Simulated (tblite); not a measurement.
# C5H13ClGeSi: the cost of one run

Computed with tblite 0.8.0 and PySCF 2.14.0, with density-fitted response routines of our own, on a single molecule in the gas phase. Atoms are numbered from 0 throughout.

### 1 The starting structure

21 atoms, charge 0, multiplicity 1; geometry from: force field or distance geometry start.

Bonds of the start (Å): C0–C1 1.34, C1–C2 1.50, C1–Si3 1.86, Si3–Cl4 2.09, Si3–C5 1.86, C5–Ge6 1.95, Ge6–C7 1.95, C0–H8 1.09, C0–H9 1.09, C2–H10 1.11, C2–H11 1.12, C2–H12 1.10, Si3–H13 1.47, C5–H14 1.12, C5–H15 1.12, Ge6–H16 1.54, Ge6–H17 1.56, C7–H18 1.11, C7–H19 1.11, C7–H20 1.11.

### 2 Relaxing the molecule with GFN2-xTB

Job settings and geometry (Å):

```
{"job": {"kind": "relax", "xc": "GFN2-xTB", "basis": "xTB"}, "charge": 0, "multiplicity": 1}
C     -2.058900    -0.810000     1.115600
C     -1.803300    -0.651100    -0.195100
C     -1.944200    -1.817200    -1.124900
Si    -1.216600     0.994800    -0.830400
Cl    -2.653700     2.448800    -0.392900
C      0.392900     1.446400    -0.004700
Ge     1.750200     0.120100    -0.436100
C      3.431700     0.612500     0.424800
H     -1.949900     0.016900     1.811900
H     -2.408200    -1.764800     1.509600
H     -1.688600    -1.525700    -2.167600
H     -3.010300    -2.168700    -1.119700
H     -1.292900    -2.643600    -0.803500
H     -1.007000     0.918900    -2.279200
H      0.725400     2.448300    -0.368300
H      0.254800     1.490300     1.109800
H      1.946800     0.062000    -1.965200
H      1.291300    -1.275800     0.086300
H      3.749600     1.605100     0.056500
H      4.204300    -0.147500     0.183700
H      3.277800     0.657300     1.523800
```

Command:

```bash
> OMP_NUM_THREADS=1 python probes_run.py task.json out
```

This one command runs all jobs of the session in turn.

**Question.** How long does this first job take on 1 thread of Intel Xeon at 2.50GHz, shared host, and how much memory does it need?

About 6.9 s, with a peak of 0.18 GiB.
